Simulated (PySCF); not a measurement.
# O4Tc ([TcO4]3-): the cost of one run

Computed with PySCF 2.14.0 and routines of our own; the level stands in each step. Atoms count from 0.

## 1. The starting structure

5 atoms, charge -3, states of the metal's open shell are computed; geometry from: model geometry, bond lengths from ionic radii.

## 2. Ligand-field states: state-averaged CASSCF in water

Job settings and geometry (Å):

```
{"job": {"kind": "lf", "basis": {"metal": "x2c-TZVPall", "ligand": "x2c-SVPall"}, "nevpt": true, "solvent": "water"}, "charge": -3, "metal": "Tc", "open_shell": "d2"}
Tc     0.000000     0.000000     0.000000
O      1.062324     1.062324     1.062325
O     -1.062324    -1.062324     1.062325
O     -1.062324     1.062324    -1.062325
O      1.062324    -1.062324    -1.062325
```

With the program's defaults for keys left out, this is: state-averaged CASSCF of the metal d shell, SC-NEVPT2 on the averaged canonical orbitals, state-interaction spin-orbit coupling.

Launch:

```console
OMP_NUM_THREADS=1 python lf_run.py task.json out
```

The driver reads the jobs from task.json and runs them one after another.

**Question.** How long does this first job take on 1 thread of Arm Neoverse V2, shared host, and how much memory does it need?

About 8.1 s, with a peak of 0.32 GiB.
